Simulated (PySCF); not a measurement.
# LiAs: from the state search to spectroscopic constants

One job finds the state of LiAs, follows it along the bond with each method and fits the curves.

The runs use PySCF 2.14.0; Li pcseg-2, As pcseg-2, no relativity.

### Step 1. Set-up

The job is set up so:

```yaml
atoms: Li, As
charge: 0
basis: Li pcseg-2, As pcseg-2
Hamiltonian: no relativity
basis_functions: 58
electrons_treated: 36
masses_in_u: 7.0160, 74.9216
levels: PBE0, PBE, r²SCAN, r²SCANh, BHandHLYP, B3LYP, HF, MP2, SCS-MP2, CCSD, CCSD(T)
grid: 80 radial by 434 angular points
occupations: held fixed by the projection of orbital angular momentum
dissociation_limit: Li + As, each in its ground configuration
starting_distance_in_angstrom: 2.460
values_of_2S_to_try: 0, 2, 4
```

Run with:

```bash
$ OMP_NUM_THREADS=1 python dia.py task.json out
```

The runs that follow: First curve: PBE0; Excited determinants; PBE (GGA); r²SCAN; r²SCANh; BHandHLYP; B3LYP; UHF (mean field); MP2 and coupled cluster.

What does the calculation give? Wanted: for each run, Re; ωe; De; μ.

The runs gave:

Lowest PBE0 solution found, without spin–orbit coupling: ³Σ⁻ (triplet), unpaired electrons π ↑↑. State 2 has its PBE0 minimum 0.31 eV higher, as a spin-mixed determinant (⟨S²⟩ = 1.01), so this is no gap between pure states. State 3 has its PBE0 minimum 0.69 eV higher. State 4 has its PBE0 minimum 1.03 eV higher, as a spin-mixed determinant (⟨S²⟩ = 1.01), so this is no gap between pure states. The other levels ran on the lowest alone.

```
      level  Re (Å)  ωe (cm⁻¹)  De (eV)  μ (D)
        UHF   2.446        444     0.70  -7.38
    UHF-MP2   2.415        446     1.44    n/a
UHF-SCS-MP2   2.416        445     1.49    n/a
   UHF-CCSD   2.411        446     1.54    n/a
UHF-CCSD(T)   2.413        444     1.58    n/a
        PBE   2.433        427     1.75  -6.24
     r²SCAN   2.429        437     1.76  -6.83
    r²SCANh   2.424        441     1.75  -6.91
      B3LYP   2.421        437     1.80  -6.47
       PBE0   2.418        443     1.69  -6.67
  BHandHLYP   2.408        453     1.72  -6.82
```

De is counted to Li + As in their ground configurations. A positive dipole means Li(−)As(+).

Differences from CCSD(T) in the same basis:

```
      level  Re (mÅ)  ωe (%)
        UHF      +33     0.0
    UHF-MP2       +2    +0.6
UHF-SCS-MP2       +3    +0.2
   UHF-CCSD       -2    +0.6
        PBE      +20    -3.9
     r²SCAN      +16    -1.5
    r²SCANh      +11    -0.5
      B3LYP       +9    -1.6
       PBE0       +5    -0.1
  BHandHLYP       -5    +2.0
```

Against CCSD(T) in the same basis, the bond length is nearest at UHF-MP2 and UHF-CCSD (2 mÅ off) and farthest at UHF (+33 mÅ); the wavenumber is nearest at UHF (0.0 %) and farthest at PBE (-3.9 %). Among the levels with a De in the table, it runs from 0.70 eV (UHF) to 1.80 eV (B3LYP).

Correlated steps freeze 9 core orbitals.
